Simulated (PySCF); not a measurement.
# Cl2Hf (Hf(Cl)22+): the cost of one run

The runs use PySCF 2.14.0; PBE0, Hf def2-SVP with ECP60, Cl def2-SVP; scalar-relativistic core potentials, no spin–orbit coupling.

## (1) The system as given

3 atoms, charge 2, spin multiplicity 1.

Bond lengths: Hf1–Cl2 2.202 Å, Hf1–Cl3 2.202 Å. Angles: Cl2–Hf1–Cl3 102.2°.

Coordinates:

```xyz
3

Hf    0.0000    0.0000   -0.5483
Cl    1.7143    0.0000    0.8340
Cl   -1.7143    0.0000    0.8340
```

Formal oxidation states: Hf +4. An earlier session relaxed this geometry at PBE0, Hf def2-SVP with ECP60, Cl def2-SVP (singlet, point group C2v).

Its energy there is -967.110300 Eh.

## (2) One electron removed, multiplicity 2

File run.py (the lines that set the calculation):

```python
mol = gto.M(atom='''
Hf     0.00000     0.00000    -0.54828
Cl     1.71429     0.00000     0.83396
Cl    -1.71429     0.00000     0.83396''',
    basis={'Hf': 'def2-SVP', 'Cl': 'def2-SVP'},
    ecp={'Hf': 'def2-SVP'},
    charge=3, spin=1)
mf = dft.UKS(mol, xc='PBE0')
mf.grids.atom_grid = (50, 194)
mf = mf.density_fit()  # fitting sets: Hf def2-universal-JKFIT, Cl def2-universal-JKFIT
mf.conv_tol = 1e-08; mf.max_cycle = 55
mf.kernel(dm0)  # dm0: the density of the relaxed state
```

Command:

```console
OMP_NUM_THREADS=2 python run.py
```

**Question.** How long does this run take on 2 threads of Intel Xeon Platinum 8259CL at 2.50GHz (Skylake/Cascade Lake), shared host?

About 1.3 s.
